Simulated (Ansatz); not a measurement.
# Iridium, omega (AlB2-type) under m-r²SCAN: ground state and equation of state

What does m-r²SCAN give for iridium in the omega (AlB2-type) structure? We relax it, solve it on a dense k-mesh, then scale the cell to 7 volumes from 88 to 112 % of the relaxed one and try a fit of the equation of state. The start is ferromagnetic. The k-meshes are 9×9×12 for the relaxation; 11×11×15 for the dense run; 10×10×13 for the volumes.

Method: DFT m-r2SCAN, plane waves (500 eV) with PAW, scalar-relativistic; PAW files made under PBE, frozen cores solved again for the functional; m-r²SCAN is r²SCAN on the gauge-invariant kinetic-energy density, in Ansatz 0.2.0.

### Step 1. The starting structure

It takes space group P6/mmm (No. 191, hexagonal). Conventional cell: a = 4.308 Å, b = 4.308 Å, c = 2.641 Å, α = 90.00°, β = 90.00°, γ = 120.00°. Ir (site symmetry 6/mmm) has 14 Ir at 2.64 to 2.82 Å as nearest neighbours. Ir (site symmetry -6m2) is surrounded by 11 Ir at 2.49 to 2.82 Å.

Structure file:

```xyz
3
Lattice="4.3081 0.0000 0.0000 -2.1541 3.7309 0.0000 0.0000 0.0000 2.6409" Properties=species:S:1:pos:R:3 pbc="T T T"
Ir    0.0000    0.0000    0.0000
Ir    0.0000    2.4873    1.3204
Ir    2.1541    1.2436    1.3204
```

Starting moments (μB): +1 ×3.

### Step 2. Relaxing cell and atoms

input.yaml reads:

```yaml
crystal:
  lattice:
    - [4.3081096287, 0.0, 0.0]
    - [-2.1540548143, 3.7309323807, 0.0]
    - [0.0, 0.0, 2.6408712024]
  atoms:
    - { symbol: Ir, position: [0.0, 0.0, 0.0], spin: 1.0 }
    - { symbol: Ir, position: [0.3333333333, 0.6666666667, 0.5], spin: 1.0 }
    - { symbol: Ir, position: [0.6666666667, 0.3333333333, 0.5], spin: 1.0 }
hamiltonian:
  xc: mr2scan
  pseudopotentials:
    kind: paw
    azcp:
      Ir: "pseudopotentials/Ir.paw.azcp"
basis:
  ecutwfc: 500
  fft_grid_basis: typed
kpoints:
  mp_grid: { grid: [9, 9, 12], shift: [0, 0, 0] }
magnetization:
  spin_polarized: true
scf:
  occupations: { method: fermi_dirac, width: 0.05 }
relax:
  max_steps: 60
  f_tol: 0.01
  cell: {}
```

Launch:

```bash
$ ansatz run input.yaml --threads 2 --pin off --max-ram 6144MiB --backend cpu --events-out ev --progress --plain --runs-dir out
```

The runs that follow: Dense single point; Volume × 0.88; Volume × 0.92; Volume × 0.96; Volume × 1.0; Volume × 1.04; Volume × 1.08; Volume × 1.12.

Q: Predict the outcome of this session. Wanted: space group; conventional cell; volume; shortest distance; gap on the mesh; magnetic state; relative to fcc; V₀, B₀, B₀′.

As calculated:

| quantity | value |
| --- | --- |
| space group (spins left aside) | P6/mmm (No. 191) |
| conventional cell | a = 4.348 Å, c = 2.684 Å (c/a = 0.617) |
| volume | 14.647 Å³/atom |
| shortest distance | 2.510 Å |
| gap on the mesh | none (levels filled in part) |
| magnetic state | non-magnetic |
| relative to fcc | +362 meV/atom |
| V₀, B₀, B₀′ | 14.643 Å³/atom, 350 GPa, 5.0 |

**Reading.** From the guessed start the volume grew by 3.5 % in 6 steps. Against the reference form of iridium (fcc, computed apart with the same settings) it stands 362 meV/atom higher, so it is far from stable. The starting moments do not survive. No gap shows: it is a metal or semimetal at this level. The fitted modulus is 350 GPa, among the stiffest elements; letting shape and positions relax at each volume could only lower it. Relaxation kept the symmetry; phonons were not checked.
